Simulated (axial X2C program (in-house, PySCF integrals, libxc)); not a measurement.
# TeGa⁻: from the state search to constants, part 2 of 2

Computed with an in-house X2C program for linear molecules on PySCF integrals; all-electron X2C, Te dyall-acv3z, Ga dyall-acv3z. The steps go on from the part before.

## (9) PBE0, 2c

State followed: Ω = 0 (closed shell). The scan is laid around 2.487 Å, a first estimate of the minimum, and this SCF restarts from the orbitals of the search.

Output at 2.487 Å:

```text
two-component X2C + atomic mean field  PBE0
basis functions 264  fitting functions 1402  grid points 5800
iter        total energy     max residual
   1      -8730.988584293     1.40e+01
   2      -8732.572354400     1.07e+01
   3      -8733.443576759     2.04e+00
   4      -8733.681453418     1.90e+00
   5      -8733.808981448     1.96e-01
   6      -8733.810625984     1.84e-01
   7      -8733.817648683     7.07e-02
   8      -8733.818261159     3.51e-02
   9      -8733.818576747     2.68e-02
  10      -8733.818661744     2.48e-02
  11      -8733.818703336     8.13e-03
  12      -8733.818710052     7.00e-03
  13      -8733.818715352     2.65e-03
  14      -8733.818716348     6.10e-04
  15      -8733.818716554     3.41e-04
  16      -8733.818716589     7.24e-04
  17      -8733.818716605     3.56e-04
  18      -8733.818716613     9.90e-05
  19      -8733.818716615     4.41e-05
  20      -8733.818716616     2.75e-05
  21      -8733.818716616     1.14e-05
converged
one-electron -12724.44004512  Coulomb 3905.59173934  exact exchange -62.31488135  xc functional -190.96364702  nuclear repulsion 342.99705026  atomic mean-field constant -4.68893273
```

Along the bond, energies from the lowest point:

| R (Å) | E (eV) | μ (D) | HOMO (eV) | LUMO (eV) | iterations |
| --- | --- | --- | --- | --- | --- |
| 2.263 | 0.3210 | -0.86 | -0.70 | 2.48 | 33 |
| 2.338 | 0.1250 | -0.44 | -0.77 | 2.46 | 30 |
| 2.412 | 0.0255 | -0.01 | -0.83 | 2.44 | 28 |
| 2.487 | 0.0000 | 0.41 | -0.86 | 2.42 | 21 |
| 2.574 | 0.0404 | 0.88 | -0.85 | 2.39 | 27 |
| 2.661 | 0.1361 | 1.35 | -0.75 | 2.35 | 26 |
| 2.773 | 0.3147 | 1.92 | -0.64 | 2.28 | 26 |

Dipoles are positive if Ga is the positive end and refer to the centre of mass.

Outer spinors at the reference distance:

```json
{"ω": "3/2", "occupied": "yes", "ε (eV)": "-17.55", "atomic character": "100% Ga d", "λ mixture": "87% δ, 13% π"}
{"ω": "1/2", "occupied": "yes", "ε (eV)": "-17.46", "atomic character": "100% Ga d", "λ mixture": "57% π, 43% σ"}
{"ω": "5/2", "occupied": "yes", "ε (eV)": "-17.14", "atomic character": "100% Ga d", "λ mixture": "100% δ"}
{"ω": "3/2", "occupied": "yes", "ε (eV)": "-17.04", "atomic character": "100% Ga d", "λ mixture": "87% π, 13% δ"}
{"ω": "1/2", "occupied": "yes", "ε (eV)": "-17.04", "atomic character": "99% Ga d", "λ mixture": "57% σ, 43% π"}
{"ω": "1/2", "occupied": "yes", "ε (eV)": "-10.84", "atomic character": "69% Te s, 10% Ga p, 9% Ga s", "λ mixture": "100% σ"}
{"ω": "1/2", "occupied": "yes", "ε (eV)": "-5.16", "atomic character": "51% Ga s, 32% Te p, 7% Te s", "λ mixture": "100% σ"}
{"ω": "1/2", "occupied": "yes", "ε (eV)": "-1.49", "atomic character": "70% Te p, 16% Ga p, 6% Ga d", "λ mixture": "82% π, 18% σ"}
{"ω": "3/2", "occupied": "yes", "ε (eV)": "-0.95", "atomic character": "72% Te p, 17% Ga p, 6% Ga d", "λ mixture": "100% π"}
{"ω": "1/2", "occupied": "yes", "ε (eV)": "-0.86", "atomic character": "46% Te p, 34% Ga p, 12% Ga s", "λ mixture": "82% σ, 18% π"}
{"ω": "1/2", "occupied": "no", "ε (eV)": "2.42", "atomic character": "91% Ga p, 6% Ga s", "λ mixture": "94% σ, 6% π"}
{"ω": "1/2", "occupied": "no", "ε (eV)": "2.44", "atomic character": "90% Ga p, 5% Ga d, 2% Te p", "λ mixture": "94% π, 6% σ"}
{"ω": "3/2", "occupied": "no", "ε (eV)": "2.46", "atomic character": "90% Ga p, 5% Ga d, 3% Te p", "λ mixture": "100% π"}
{"ω": "1/2", "occupied": "no", "ε (eV)": "2.82", "atomic character": "82% Ga s, 8% Te p, 6% Ga p", "λ mixture": "100% σ"}
```

PBE0 fields in the half plane through the axis: z from -2.4 to 4.8 Å across, distance from the axis 0.15 to 2.25 Å upwards; Te lies at z = 0 and Ga at z = 2.487 Å; the ELF is damped to zero where the density is low.

log10 density (e/bohr³). Ten even steps from '0' (-3.77 ) to '9' (1.83 ):
```
0001111222211111111110000
0011222222222222222111100
0112223333332222222221110
0122333444333333333322211
1123344444443333443332211
1223344555444444554433221
1223445676544446765443221
1233456797654457886443321
```

ELF. Ten even steps from '0' (0.01 ) to '9' (0.96 ):
```
0001234555543100012232100
0013456666654211124566531
0134677777765322346788763
1246778777775422346899986
1356787555676422224799998
2467763222366421112589999
2467742676246313662279999
2467734575426317265269999
```

Re = 2.480 Å, ωe = 249.7 cm⁻¹, ωexe = 0.5 cm⁻¹, Be = 0.06086 cm⁻¹, De = 3.25 eV, μ = 0.37 D.

## (10) HF, 2c

Output at 2.487 Å:

```text
two-component X2C + atomic mean field  HF
basis functions 264  fitting functions 1402  grid points 5800
iter        total energy     max residual
   1      -8729.799713646     3.98e-01
   2      -8729.837705967     1.29e-02
   3      -8729.839016154     2.22e-02
   4      -8729.839607036     4.29e-03
   5      -8729.839641735     6.38e-04
   6      -8729.839651033     9.92e-04
   7      -8729.839652452     1.05e-04
   8      -8729.839652668     9.00e-05
   9      -8729.839652693     2.74e-05
  10      -8729.839652698     4.35e-06
  11      -8729.839652699     5.39e-06
  12      -8729.839652699     1.92e-06
converged
one-electron -12723.71993173  Coulomb 3905.01157028  exact exchange -249.43940878  xc functional 0.00000000  nuclear repulsion 342.99705026  atomic mean-field constant -4.68893273
```

Re = 2.493 Å, ωe = 254.4 cm⁻¹, ωexe = 0.482 cm⁻¹, Be = 0.06023 cm⁻¹, De = 1.90 eV, μ = 0.85 D.

## (11) PBE, 2c

Output at 2.487 Å:

```text
two-component X2C + atomic mean field  PBE
basis functions 264  fitting functions 1402  grid points 5800
iter        total energy     max residual
   1      -8733.731132168     1.36e-01
   2      -8733.735099321     1.48e-02
   3      -8733.736329359     1.54e-02
   4      -8733.736564898     9.65e-03
   5      -8733.736579834     9.12e-03
   6      -8733.736677175     1.85e-04
   7      -8733.736677731     8.78e-05
   8      -8733.736677789     5.90e-05
   9      -8733.736677818     1.41e-05
  10      -8733.736677821     5.03e-06
converged
one-electron -12723.58044797  Coulomb 3904.66973732  exact exchange 0.00000000  xc functional -253.13408470  nuclear repulsion 342.99705026  atomic mean-field constant -4.68893273
```

Re = 2.508 Å, ωe = 235.9 cm⁻¹, ωexe = 0.513 cm⁻¹, Be = 0.05951 cm⁻¹, De = 3.37 eV, μ = 0.27 D.

## (12) MP2 and beyond, 2c

Correlated methods: 10 electrons correlated (frozen shells, counted by type: Te 4 s, 3 p, 2 d; Ga 3 s, 2 p, 1 d), 372 virtual spinors in MP2, 90 natural virtuals in coupled cluster.

Output of the correlated part at 2.487 Å:

```text
correlated 10  virtual 372  natural virtual 90  E(MP2) -0.200663820  MP2 remainder -0.009112778
iter   CCSD correlation   residual
   1     -0.203822189   1.37e-01
   2     -0.210280570   5.59e-02
   3     -0.212111175   2.41e-02
   4     -0.212132121   7.86e-03
   5     -0.212175510   2.86e-03
   6     -0.212175533   1.17e-03
   7     -0.212177141   3.30e-04
   8     -0.212179484   1.03e-04
   9     -0.212178592   4.01e-05
  10     -0.212178681   2.10e-05
  11     -0.212178472   1.09e-05
  12     -0.212178537   5.53e-06
  13     -0.212178544   2.35e-06
(T) -0.012452917  T1 0.0300  D1 0.0431  max T2 0.054
```

MP2: Re = 2.499 Å, ωe = 251.5 cm⁻¹, Be = 0.05992 cm⁻¹, De = 3.25 eV.

CCSD: Re = 2.501 Å, ωe = 251.3 cm⁻¹, ωexe = 0.501 cm⁻¹, Be = 0.05987 cm⁻¹, De = 2.99 eV. T1 at Re = 0.021 (Lee–Taylor, the printed value over √2).

CCSD(T): Re = 2.509 Å, ωe = 246.5 cm⁻¹, ωexe = 0.514 cm⁻¹, Be = 0.05944 cm⁻¹, De = 3.15 eV. T1 at Re = 0.022 (Lee–Taylor, the printed value over √2).

## (13) A higher determinant, 2c

State: Ω = 2 (excess of +ω over −ω: ω = 1/2, ω = 3/2).

Output at the reference distance:

```text
two-component X2C + atomic mean field  PBE0
basis functions 264  fitting functions 1402  grid points 5800
iter        total energy     max residual
   1      -8730.952576920     1.38e+01
   2      -8732.424322691     1.10e+01
   3      -8733.304121230     5.42e+00
   4      -8733.609239965     1.83e+00
   5      -8733.721050694     3.20e-01
   6      -8733.723490430     4.40e-01
   7      -8733.735406914     1.60e-01
   8      -8733.735725032     1.63e-01
   9      -8733.737288850     3.85e-02
  10      -8733.737511368     4.07e-02
  11      -8733.737704358     1.77e-02
  12      -8733.737761557     2.14e-02
  13      -8733.737793868     6.57e-03
  14      -8733.737811890     5.72e-03
  15      -8733.737818346     2.96e-03
  16      -8733.737820120     9.35e-03
  17      -8733.737821584     1.15e-03
  18      -8733.737821914     1.72e-03
  19      -8733.737822061     6.64e-04
  20      -8733.737822104     4.64e-04
  21      -8733.737822117     3.77e-04
  22      -8733.737822120     1.78e-04
  23      -8733.737822122     4.17e-05
  24      -8733.737822123     3.77e-05
  25      -8733.737822123     7.78e-06
converged
one-electron -12721.53808626  Coulomb 3902.73445825  exact exchange -62.30989429  xc functional -190.93241735  nuclear repulsion 342.99705026  atomic mean-field constant -4.68893273
```

| R (Å) | E above the lowest PBE0 point (eV) |
| --- | --- |
| 2.263 | 2.572 |
| 2.338 | 2.376 |
| 2.412 | 2.260 |
| 2.487 | 2.201 |
| 2.574 | 2.181 |
| 2.661 | 2.194 |
| 2.773 | 2.237 |

No constants are quoted: too few points lie around the minimum for a second fit to confirm the first.

## (14) The 2c curves together

Energy (eV) of the followed determinant, 2c, from each level's lowest point:

| R (Å) | PBE0 | HF | MP2 | CCSD | CCSD(T) | PBE |
| --- | --- | --- | --- | --- | --- | --- |
| 2.263 | 0.321 | 0.378 | 0.394 | 0.397 | 0.416 | 0.378 |
| 2.338 | 0.125 | 0.157 | 0.167 | 0.169 | 0.182 | 0.164 |
| 2.412 | 0.025 | 0.038 | 0.043 | 0.044 | 0.051 | 0.046 |
| 2.487 | 0.000 | 0.000 | 0.000 | 0.000 | 0.000 | 0.000 |
| 2.574 | 0.040 | 0.032 | 0.026 | 0.025 | 0.017 | 0.016 |
| 2.661 | 0.136 | 0.124 | 0.112 | 0.110 | 0.094 | 0.088 |
| 2.773 | 0.315 | 0.304 | 0.285 | 0.282 | 0.254 | 0.234 |

Time for the job: 3.7 min (1 thread of AMD EPYC 7B13 (Zen 3), shared host); peak memory 0.79 GiB.

## (15) Constants

What follows sums up all 2 parts.

Lowest determinant that the search found at its distance, spin-free: M_S = 0, Λ = 0 (closed shell).

Lowest determinant that the search found at its distance, 2c: Ω = 0 (closed shell).

| Hamiltonian | level | Re (Å) | ωe (cm⁻¹) | De (eV) | μ (D) |
| --- | --- | --- | --- | --- | --- |
| spin-free | PBE0 | 2.477 | 251.4 | 3.41 | 0.41 |
| spin-free | HF | 2.490 | 256.1 | 2.17 | 0.89 |
| spin-free | MP2 | 2.497 | 253.0 | 3.47 | n/a |
| spin-free | CCSD | 2.498 | 252.9 | 3.22 | n/a |
| spin-free | CCSD(T) | 2.507 | 247.9 | 3.38 | n/a |
| spin-free | PBE | 2.505 | 237.7 | 3.53 | 0.31 |
| 2c | PBE0 | 2.480 | 249.7 | 3.25 | 0.37 |
| 2c | HF | 2.493 | 254.4 | 1.90 | 0.85 |
| 2c | MP2 | 2.499 | 251.5 | 3.25 | n/a |
| 2c | CCSD | 2.501 | 251.3 | 2.99 | n/a |
| 2c | CCSD(T) | 2.509 | 246.5 | 3.15 | n/a |
| 2c | PBE | 2.508 | 235.9 | 3.37 | 0.27 |

Dipoles are positive if Ga is the positive end and refer to the centre of mass.

Time per point (s) on 1 thread of AMD EPYC 7B13 (Zen 3), shared host (2c runs; CCSD comes with the CCSD(T) run); the times are rough: PBE0 2, HF 1.4, MP2 1.8, CCSD(T) 5, PBE 0.82.

What this shows: At CCSD(T), going from spin-free to two-component changes Re by +3 mÅ, ωe by -0.6 %; the spin-free picture holds up (part of it comes from the scalar share of the two-electron terms). De moves by -0.23 eV; both De rest on single-determinant atoms, which can miss part of an open shell's spin–orbit lowering.

De refers to Te- + Ga, each in the lowest determinant found, which need not be this curve's own limit. Each curve is one determinant whose occupation by symmetry is held fixed; it was picked as the lowest of a PBE0 search that is not exhaustive. The closed shell is kept restricted; where the fragments are open shells, the energy then runs too high at long range. Dissociation energies refer to the lowest single-determinant-based atoms at the same level and basis. Coupled cluster ran in a truncated set of natural virtual spinors; the MP2 energy of the rest was added. With the outer-core shells frozen, correlated bond lengths of heavy atoms tend to come out a few hundredths of an ångström too long. T1 at Re is 0.022 (Lee–Taylor), above the customary mark of 0.02.
